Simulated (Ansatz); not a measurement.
**InBrCl2: how energies converge with the basis set**

The task here is to estimate one member of a computed series from the others.

The runs use Ansatz 0.2.0, Gaussian basis; one geometry, several basis sets.

Plan: PBE0-D4/def2-SVP; ωB97M-V/def2-SVP; PBE0-D4/def2-QZVPP; ωB97M-V/def2-QZVPP; the functionals' def2-TZVPP values are taken from earlier runs.

## Structure used throughout

The geometry comes from an earlier relaxation with PBE0-D4 in a triple-zeta def2 set; it is a stationary point. In takes the def2 core potential; no spin-orbit term is included.

SMILES `[Cl][In]([Cl])[Br]`, 4 atoms, charge 0, spin multiplicity 1.

Atoms are counted from 1 here; the program's logs count them from 0.

Bond lengths: Cl1–In2 2.296 Å, In2–Cl3 2.296 Å, In2–Br4 2.430 Å. Angles: Cl1–In2–Cl3 118.7°, Cl1–In2–Br4 120.6°, Cl3–In2–Br4 120.6°.

The first run:

Input file in.yaml:

```yaml
crystal:
  periodic: [false, false, false]
  atoms:
    - {symbol: Cl, position_ang: [-1.793236, -1.082255, 0.954865]}
    - {symbol: In, position_ang: [0.016783, -0.031469, 0.010297]}
    - {symbol: Cl, position_ang: [2.125585, -0.670098, 0.656545]}
    - {symbol: Br, position_ang: [-0.293633, 1.723421, -1.642007]}
basis:
  gaussian: {orbitals: def2-SVP}
hamiltonian: {xc: pbe0, dispersion: d4}
output: {orbitals: {seedname: orbitals}}
```

Among the steps run: PBE0-D4 in def2-SVP; ωB97M-V in def2-SVP; PBE0-D4 in def2-QZVPP; ωB97M-V in def2-QZVPP.

One table of the session follows, with a row left open; its other results are not shown here.

It belongs to the step «Functionals by basis». 

| functional | basis | HOMO (eV) | LUMO (eV) |
| --- | --- | --- | --- |
| PBE0-D4 | def2-SVP | ? | ? |
| PBE0-D4 | def2-TZVPP | -8.98 | -2.92 |
| PBE0-D4 | def2-QZVPP | -8.99 | -2.95 |
| ωB97M-V | def2-SVP | -11.04 | -0.77 |
| ωB97M-V | def2-TZVPP | -11.19 | -0.97 |
| ωB97M-V | def2-QZVPP | -11.21 | -1.06 |

**Question.** Estimate the row for PBE0-D4, def2-SVP.

**Answer.** HOMO (eV): -8.87; LUMO (eV): -2.82. In the column «HOMO (eV)» it is the highest.
